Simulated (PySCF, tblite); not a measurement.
# C3H12B2N2: geometry, infrared bands and NMR shifts

Wanted: the infrared bands and NMR shifts of C3H12B2N2 (`[BH2-]1[NH2+][BH2-][NH+]1C1CC1`), by calculation.

Computed with tblite 0.8.0 and PySCF 2.14.0, with density-fitted response routines of our own, on a single molecule in the gas phase. Atoms count from 0, in the outputs and in this text.

## Step 1: The starting structure

19 atoms, charge 0, multiplicity 1; geometry from: force field or distance geometry start.

Bonds of the start (Å): B0–N1 1.52, N1–B2 1.51, B2–N3 1.55, N3–C4 1.45, C4–C5 1.53, C5–C6 1.50, N3–B0 1.53, C6–C4 1.50, B0–H7 1.19, B0–H8 1.20, N1–H9 1.03, N1–H10 1.05, B2–H11 1.18, B2–H12 1.18, N3–H13 1.03, C4–H14 1.11, C5–H15 1.11, C5–H16 1.11, C6–H17 1.11, C6–H18 1.12.

## Step 2: Optimising the geometry with GFN2-xTB

What the job is given:

```
{"job": {"kind": "relax", "xc": "GFN2-xTB", "basis": "xTB"}, "charge": 0, "multiplicity": 1}
B      1.137500    -0.926800    -0.631700
N      2.186200    -0.303500     0.276400
B      1.421700     1.002400     0.253400
N      0.229600     0.285000    -0.418600
C     -0.884300     0.103800     0.488600
C     -2.172900     0.722300    -0.058700
C     -2.049400    -0.765200     0.115200
H      1.488900    -1.072300    -1.764300
H      0.598600    -1.899700    -0.171700
H      3.116100    -0.197800    -0.147500
H      2.154200    -0.753500     1.223800
H      1.200500     1.407200     1.341200
H      1.885000     1.780200    -0.508100
H     -0.062100     0.681100    -1.318100
H     -0.702500     0.153400     1.582200
H     -2.679500     1.340500     0.712500
H     -2.193000     1.034000    -1.123300
H     -1.957300    -1.422100    -0.769600
H     -2.727200    -1.159800     0.910800
```

Run with:

```sh
OMP_NUM_THREADS=1 python probes_run.py task.json out
```

This one command runs all jobs of the session in turn.

**Question.** This job is followed by: GFN2-xTB harmonic vibrations, gas phase; GIAO PBE0/pcSseg-1 NMR shielding, non-relativistic, gas phase. Predict these results of the whole session: strongest single infrared mode (GFN2-xTB); zero-point energy (GFN2-xTB); ¹³C shifts against TMS (PBE0/pcSseg-1, means over atoms taken as alike); ¹H shifts against TMS (PBE0/pcSseg-1, means over atoms taken as alike); ¹¹B shifts against BF3·OEt2 (PBE0/pcSseg-1, means over atoms taken as alike); ¹⁵N shifts against NH3 (PBE0/pcSseg-1); surface potential, 1st and 99th percentile.

**Answer**, as computed:

| quantity | value |
| --- | --- |
| strongest single infrared mode (GFN2-xTB) | 1082 cm⁻¹, 426 km/mol |
| zero-point energy (GFN2-xTB) | 101.9 kcal/mol |
| ¹³C shifts against TMS (PBE0/pcSseg-1, means over atoms taken as alike) | 37.9, 7.1 ppm |
| ¹H shifts against TMS (PBE0/pcSseg-1, means over atoms taken as alike) | 3.38, 3.25, 2.30, 1.80, 1.70, 0.74, 0.56, 0.09 ppm |
| ¹¹B shifts against BF3·OEt2 (PBE0/pcSseg-1, means over atoms taken as alike) | -12.5 ppm |
| ¹⁵N shifts against NH3 (PBE0/pcSseg-1) | 50.0, 20.5 ppm |
| surface potential, 1st and 99th percentile | -1.03 V and 1.74 V |

In words: Over 74 steps the energy fell by 0.828 eV; of the close pairs, N1–B2 changed most, 1.513 to 1.587 Å. No mode is imaginary among the 51: a minimum at this level. Unscaled tight-binding wavenumbers are off by several per cent, some by more. Its intensities can rank the bands wrongly. At PBE0/pcSseg-1: The widest tensor belongs to C4: span 91 ppm, with a paramagnetic part of -92 ppm.
